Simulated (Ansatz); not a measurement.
**BH2IMg (SMILES [MgH][BH]I): a rigid scan of the angle I3–B2–H5**

Aim: the energy along the angle I3–B2–H5, from CCSD(T) and from cheaper methods, relative to the minimum. No other atom is relaxed.

Method: single points in def2-TZVPP; program: Ansatz 0.2.0, Gaussian basis.

Levels: PBE-D4, r2SCAN-D4, PBE0-D4, B3LYP-D4, wB97M-V, Hartree-Fock, MP2, CCSD, CCSD(T). The scan takes 91.9, 96.4, 100.9, 105.4, 109.9, 114.4, 118.9, 123.4, 127.9°.

Correlated methods freeze the cores. Filled d shells of the heavier atoms are correlated. Core potentials replace the inner electrons past krypton, and spin-orbit coupling is left out. The outer core shell of Li, Na, Mg and K is correlated. B3LYP uses VWN-RPA correlation.

28 further runs of the same task are left out: 28 set aside as unsound or not needed.

### 1 Where the work starts

The minimum, relaxed at PBE0-D4: SMILES `[MgH][BH]I`, 5 atoms, charge 0, spin multiplicity 1.

Atoms are counted from 1 here; the program's logs count them from 0.

Bond lengths: Mg1–B2 2.263 Å, Mg1–H4 1.707 Å, B2–I3 2.146 Å, B2–H5 1.197 Å. Angles: B2–Mg1–H4 177.0°, Mg1–B2–I3 114.4°, Mg1–B2–H5 135.7°, I3–B2–H5 109.9°.

Geometry (Å):

```
Mg   -1.07305    0.67705   -0.55975
B     0.48985   -0.75445    0.23336
I     2.15356    0.19540    1.20086
H    -2.20247    1.82434   -1.12656
H     0.63209   -1.94234    0.25209
```

Energies of the minimum (eV), from earlier single points: PBE-D4 -14248.72324, r2SCAN-D4 -14255.51170, PBE0-D4 -14250.13592, B3LYP-D4 -14257.20801, wB97M-V -14252.31151, CCSD(T) -14229.17615.

At the minimum the angle I3–B2–H5 is 109.9°.

### 2 I3–B2–H5 = 91.9°

Contents of ccsdt-tzvpp/in.yaml:

```yaml
crystal:
  periodic: [false, false, false]
  atoms:
    - {symbol: Mg, position_ang: [-1.073045, 0.677050, -0.559746]}
    - {symbol: B, position_ang: [0.489853, -0.754447, 0.233356]}
    - {symbol: I, position_ang: [2.341880, -0.444616, 1.272680]}
    - {symbol: H, position_ang: [-2.202465, 1.824335, -1.126557]}
    - {symbol: H, position_ang: [0.632093, -1.942343, 0.252092]}
basis:
  gaussian: {orbitals: def2-TZVPP}
correlation: {method: ccsd_t}
```

The command line of these runs was not kept.

The runs that follow: I3–B2–H5 = 96.4°; I3–B2–H5 = 100.9°; I3–B2–H5 = 105.4°; I3–B2–H5 = 109.9°; I3–B2–H5 = 114.4°; I3–B2–H5 = 118.9°; I3–B2–H5 = 123.4°; I3–B2–H5 = 127.9°.

Q: Predict the outcome of this session. Wanted: highest point, CCSD(T); lowest point, CCSD(T); minimum along the scan, CCSD(T); RMS deviation from CCSD(T); largest T1 diagnostic.

**Answer**, as computed:

| quantity | value |
| --- | --- |
| highest point, CCSD(T) | 225 meV at 91.9° |
| lowest point, CCSD(T) | 0 meV at 109.9° |
| minimum along the scan, CCSD(T) | 109.6° |
| curvature there | 1.32 meV/deg² |
| RMS deviation from CCSD(T) | PBE-D4 10, r2SCAN-D4 7, PBE0-D4 6, B3LYP-D4 1, wB97M-V 4, Hartree-Fock 18, MP2 3, CCSD 3 meV |
| largest T1 diagnostic | 0.012 |

In words: A polynomial through the near points puts the CCSD(T) minimum 0.3° below the PBE0-D4 value. Curvature against CCSD(T): PBE-D4 -9 %, Hartree-Fock +15 %. B3LYP-D4 follows the CCSD(T) curve best and Hartree-Fock worst. The restricted Hartree–Fock reference is unstable towards an unrestricted one at one or more of these structures.
